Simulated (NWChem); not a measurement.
# One shape, several levels: GeO (SMILES [O]=[Ge])

Wanted: a comparison of 6 runs (HF/STO-3G, HF/3-21G, B3LYP/6-31G*, M06-2X/cc-pVTZ, MP2/cc-pVTZ) of GeO. 

The results are computed with NWChem 7.3.0.

35 further runs of the same task are left out: 8 that didn't finish, 27 set aside as unsound or not needed. Runs told in other sessions of the task aren't counted.

## Step 1: The molecule

GeO has 2 atoms, charge 0, and is taken as a singlet. As SMILES, `[O]=[Ge]`. The O1–Ge2 distance was set to 3.570 Å, away from the relaxed value.

## Step 2: The energy at HF/STO-3G (run 1)

The input, geo.nw:

```
echo
start geo
memory total 2200 mb
charge 0

geometry noautosym nocenter noautoz
   O        0.000000       0.000000      -1.970170
   Ge       0.000000       0.000000       1.599530
end

basis spherical bse
   * library STO-3G
end

scf
   singlet
   rhf
   thresh 1e-08
   maxiter 80
end

task scf
```

Command:

```
nwchem geo.nw > geo.out
```

The log of the run:

```text
[...]
  functions       =    23
[...]
  wavefunction    = RHF
[...]
         Total SCF energy =  -2125.222509163170
      One-electron energy =  -3065.092538651753
      Two-electron energy =    901.920236580517
 Nuclear repulsion energy =     37.949792908066
        Time for solution =      0.7s
[...]
```

Run time: 1.3 s. Hardware: 1 thread of INTEL XEON PLATINUM 8581C at 2.10GHz (Emerald Rapids), shared host; peak memory 0.099 GiB.

## Step 3: A single-point energy at HF/3-21G (run 2)

The input, geo.nw:

```
START geo
TITLE "GeO energy"
memory 2200 mb

GEOMETRY units au noautosym nocenter noautoz
  O   0.00000000  0.00000000 -3.72308172
  Ge  0.00000000  0.00000000  3.02267363
END

BASIS spherical bse
  O library 3-21G
  Ge library 3-21G
END

SCF
  thresh 1e-08
  maxiter 80
END

TASK scf energy
```

Command:

```
nwchem geo.nw > geo.out
```

The log of the run:

```text
[...]
  functions       =    31
[...]
  wavefunction    = RHF
[...]
         Total SCF energy =  -2139.510035735268
      One-electron energy =  -3063.017092310854
      Two-electron energy =    885.557266416060
 Nuclear repulsion energy =     37.949790159526
        Time for solution =      0.9s
[...]
```

Run time: 1.5 s. Hardware: 1 thread of INTEL XEON PLATINUM 8581C at 2.10GHz (Emerald Rapids), shared host; peak memory 0.1 GiB.

Runs 3 to 5 aren't shown in full; the table further down has their settings and results.

## Step 4: The energy at MP2/cc-pVTZ (run 6)

The input, geo.nw:

```
start geo
title "GeO energy"
memory 2200 mb
geometry units au noautosym nocenter noautoz
   O      0.00000000     0.00000000    -3.72308172
   Ge     0.00000000     0.00000000     3.02267363
end
basis spherical bse
   O library cc-pVTZ
   Ge library cc-pVTZ
end
scf
   thresh 1e-08
   maxiter 80
end
mp2
   freeze core 10
   tight
end
task mp2 energy
```

Command:

```
nwchem geo.nw > geo.out
```

The log of the run:

```text
[...]
  functions       =    73
[...]
  wavefunction    = RHF
[...]
         Total SCF energy =  -2149.995771527601
      One-electron energy =  -3073.531274072366
      Two-electron energy =    885.585712385238
 Nuclear repulsion energy =     37.949790159526
        Time for solution =    137.7s
[...]
          Total MP2 energy         -2150.302080707888
[...]
```

It took 2.7 min on 1 thread of INTEL XEON PLATINUM 8581C at 2.10GHz (Emerald Rapids), shared host; peak memory 0.16 GiB.

## Step 5: Overview of the runs

```
run                               level  Cartesian functions  iteration cap   energy (Eh)  dipole moment (D) of the reference  HOMO energy (eV)  LUMO energy (eV)  wall time
  1                           HF/STO-3G                   no             80  -2125.222509                                0.23             -2.39              5.76      1.3 s
  2                            HF/3-21G                   no             80  -2139.510036                                1.11             -6.44             -0.04      1.5 s
  3  B3LYP/6-31G* (Cartesian functions)                  yes            100  -2151.665659                                   –                 –                 –       21 s
  4  B3LYP/6-31G* (spherical functions)                   no            100  -2151.658113                                6.33             -5.83             -4.78       50 s
  5                      M06-2X/cc-pVTZ                   no            100  -2151.929138                                5.41             -6.43             -3.23    2.1 min
  6                         MP2/cc-pVTZ                   no             80  -2150.302081                                   –             -6.82             -0.35    2.7 min
```

## Step 6: Outcome

```
                                           quantity           value
                                run 6: total energy  -2150.30208 Eh
         run 6: HOMO energy (Hartree–Fock orbitals)        -6.82 eV
         run 6: LUMO energy (Hartree–Fock orbitals)        -0.35 eV
       run 6: HOMO–LUMO gap (Hartree–Fock orbitals)         6.47 eV
run 6: correlation energy (10 core orbitals frozen)      -306.3 mEh
```

In words: Over runs 1, 2, 4, 5 the dipole moment (its size) runs from 0.23 D (HF/STO-3G) to 6.33 D (B3LYP/6-31G*). The two ends differ in method and basis. So wide a spread suggests that the runs ended on unlike SCF solutions, not only an effect of the method. Over runs 1, 2, 4, 5 the HOMO–LUMO gap runs from 1.05 eV (B3LYP/6-31G*) to 8.15 eV (HF/STO-3G). Totals of different functionals can't be ranked against each other. In run 1 the basis is minimal, so the values are rough. In all runs a closed-shell determinant meets a far-stretched bond; if it breaks into open shells, such a determinant describes it badly, and no broken-symmetry solution was shown. All runs together took 6 min, the longest 2.7 min.
